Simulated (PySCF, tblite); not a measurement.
# C6H10AlCl: geometry, infrared bands and NMR shifts

What infrared bands and NMR shifts should C6H10AlCl (`C=C/C=C(\C)[CH2][AlH][Cl]`) show?

Computed with tblite 0.8.0 and PySCF 2.14.0, with density-fitted response routines of our own, on a single molecule in the gas phase. Atoms are numbered from 0 throughout.

## 1. Starting geometry

18 atoms, charge 0, multiplicity 1; geometry from: force field or distance geometry start.

Bonds of the start (Å): C0–C1 1.33, C1–C2 1.49, C2–C3 1.33, C3–C4 1.46, C3–C5 1.50, C5–Al6 1.98, Al6–Cl7 2.22, C0–H8 1.09, C0–H9 1.09, C1–H10 1.07, C2–H11 1.08, C4–H12 1.12, C4–H13 1.12, C4–H14 1.11, C5–H15 1.13, C5–H16 1.11, Al6–H17 1.61.

## 2. Geometry optimisation with GFN2-xTB

What the job is given:

```
{"job": {"kind": "relax", "xc": "GFN2-xTB", "basis": "xTB"}, "charge": 0, "multiplicity": 1}
C     -3.102800     0.002500     1.125300
C     -2.152800     0.099300     0.193400
C     -0.792200    -0.310500     0.627800
C      0.222900    -0.247300    -0.226300
C      0.067300     0.202900    -1.601200
C      1.595300    -0.664800     0.206200
Al     2.932600     0.784900     0.054700
Cl     5.015600     0.129300    -0.347100
H     -2.902200    -0.350000     2.137400
H     -4.131600     0.280400     0.900100
H     -2.377800     0.444300    -0.791300
H     -0.646000    -0.653300     1.637300
H     -0.644500     1.061300    -1.658900
H      1.036100     0.450700    -2.099100
H     -0.410300    -0.622200    -2.176900
H      1.603700    -1.026100     1.277800
H      1.860800    -1.540800    -0.416100
H      2.817000     1.965600     1.145200
```

Started as:

```console
$ OMP_NUM_THREADS=1 python probes_run.py task.json out
```

One launch serves the whole session: the jobs run in the order shown.

**Question.** This job is followed by: GFN2-xTB harmonic vibrations, gas phase; GIAO PBE0/pcSseg-1 NMR shielding, non-relativistic, gas phase. What will the session give for the following? strongest single infrared mode (GFN2-xTB); zero-point energy (GFN2-xTB); 13C shifts against TMS (PBE0/pcSseg-1); 1H shifts against TMS (PBE0/pcSseg-1, means over atoms taken as alike); 27Al shifts against AlH4- (PBE0/pcSseg-1); 35Cl shifts against HCl (PBE0/pcSseg-1).

The runs gave:

```
                                                              quantity                                         value
                             strongest single infrared mode (GFN2-xTB)                          662 cm⁻¹, 218 km/mol
                                          zero-point energy (GFN2-xTB)                                 84.6 kcal/mol
                                13C shifts against TMS (PBE0/pcSseg-1)    143.5, 140.5, 134.0, 120.7, 35.1, 25.0 ppm
1H shifts against TMS (PBE0/pcSseg-1, means over atoms taken as alike)  6.83, 6.17, 5.34, 5.26, 4.58, 1.81, 1.79 ppm
                             27Al shifts against AlH4- (PBE0/pcSseg-1)                                     165.1 ppm
                               35Cl shifts against HCl (PBE0/pcSseg-1)                                        89 ppm
```

In words: The optimisation took 134 steps and gained 0.867 eV; among the close pairs (by a distance rule), Al6–Cl7 changed most, from 2.220 to 2.025 Å. No mode is imaginary among the 48: a minimum at this level. The strongest single mode, at 662 cm⁻¹, is spread over many atoms; the largest shares are those of Al6, C5. Unscaled tight-binding wavenumbers are off by several per cent, some by more. Its intensities can rank the bands wrongly. At PBE0/pcSseg-1: The widest tensor belongs to Cl7: span 298 ppm, with a paramagnetic part of -288 ppm.
